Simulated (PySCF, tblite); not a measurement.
# C₄H₁₂NPSi₂: geometry, infrared bands and NMR shifts

Wanted: the infrared bands and NMR shifts of C₄H₁₂NPSi₂ (`C=CN1C[SiH2][Si@H](P)C1`), by calculation.

Computed with tblite 0.8.0 and PySCF 2.14.0, with density-fitted response routines of our own, on a single molecule in the gas phase. Atoms count from 0, in the outputs and in this text.

## (1) The molecule as given

20 atoms, charge 0, multiplicity 1; geometry from: force field or distance geometry start.

Bonds of the start (Å): C0–C1 1.33, C1–N2 1.42, N2–C3 1.47, C3–Si4 1.90, Si4–Si5 2.27, Si5–P6 2.16, Si5–C7 1.88, C7–N2 1.45, C0–H8 1.08, C0–H9 1.08, C1–H10 1.10, C3–H11 1.08, C3–H12 1.11, Si4–H13 1.45, Si4–H14 1.44, Si5–H15 1.45, P6–H16 1.45, P6–H17 1.45, C7–H18 1.11, C7–H19 1.13.

## (2) Relaxing the molecule with GFN2-xTB

Job settings and geometry (Å):

```
{"job": {"kind": "relax", "xc": "GFN2-xTB", "basis": "xTB"}, "charge": 0, "multiplicity": 1}
C      2.243100    -1.559700     0.088600
C      2.146400    -0.234200    -0.020000
N      0.960000     0.408600    -0.475100
C      0.600300     1.793500    -0.149200
Si    -1.021800     1.658900     0.836300
Si    -1.698000    -0.109900    -0.410200
P     -2.145600    -1.866200     0.765900
C     -0.058400    -0.174400    -1.327100
H      1.441900    -2.236500    -0.161800
H      3.178800    -1.957000     0.457600
H      3.026600     0.351500     0.274000
H      0.488700     2.367800    -1.056900
H      1.395700     2.235300     0.489000
H     -1.875200     2.806600     0.608000
H     -0.807800     1.309300     2.221000
H     -2.811800     0.243900    -1.272700
H     -3.569600    -2.155600     0.802800
H     -1.531200    -1.920700     2.073800
H     -0.122400     0.330600    -2.309000
H      0.155200    -1.281000    -1.438100
```

Launch:

```
> OMP_NUM_THREADS=1 python probes_run.py task.json out
```

This one command runs all jobs of the session in turn.

**Question.** This job is followed by: GFN2-xTB harmonic vibrations, gas phase; GIAO PBE0/pcSseg-1 NMR shielding, non-relativistic, gas phase. What will the session give for the following? strongest single infrared mode (GFN2-xTB); zero-point energy (GFN2-xTB); 13C shifts against TMS (PBE0/pcSseg-1); 1H shifts against TMS (PBE0/pcSseg-1, means over atoms taken as alike); 15N shifts against NH3 (PBE0/pcSseg-1); 29Si shifts against TMS (PBE0/pcSseg-1); 31P shifts against H3PO4 (PBE0/pcSseg-1); surface potential, 1st and 99th percentile.

**Answer**, as computed:

```
                                                              quantity                                                                 value
                             strongest single infrared mode (GFN2-xTB)                                                 2237 cm⁻¹, 294 km/mol
                                          zero-point energy (GFN2-xTB)                                                         91.2 kcal/mol
                                13C shifts against TMS (PBE0/pcSseg-1)                                           148.6, 88.7, 45.1, 39.4 ppm
1H shifts against TMS (PBE0/pcSseg-1, means over atoms taken as alike)  5.88, 4.30, 3.95, 3.79, 3.73, 3.71, 3.42, 3.31, 2.45, 2.38, 1.48 ppm
                                15N shifts against NH3 (PBE0/pcSseg-1)                                                              96.2 ppm
                               29Si shifts against TMS (PBE0/pcSseg-1)                                                      -47.5, -69.2 ppm
                              31P shifts against H3PO4 (PBE0/pcSseg-1)                                                            -286.0 ppm
                                 surface potential, 1st and 99th percentile                                                    -0.97 V and 0.99 V
```

Over 106 steps the energy fell by 1.487 eV; of the close pairs, Si5–P6 changed most, 2.161 to 2.245 Å. All 54 modes are real, so the xTB geometry is a minimum. The strongest single mode, at 2237 cm⁻¹, moves mainly H13. Unscaled tight-binding wavenumbers are off by several per cent, some by more. Its intensities can rank the bands wrongly. C1 (alkene carbon bearing nitrogen) lies farthest downfield among carbon, at 148.6 ppm; an sp2 carbon further deshielded by the attached heteroatom. The most deshielded hydrogen is H10 (hydrogen on an alkene carbon bearing nitrogen), at 5.88 ppm: olefinic region. At PBE0/pcSseg-1: The widest tensor belongs to C1: span 188 ppm, with a paramagnetic part of -217 ppm.
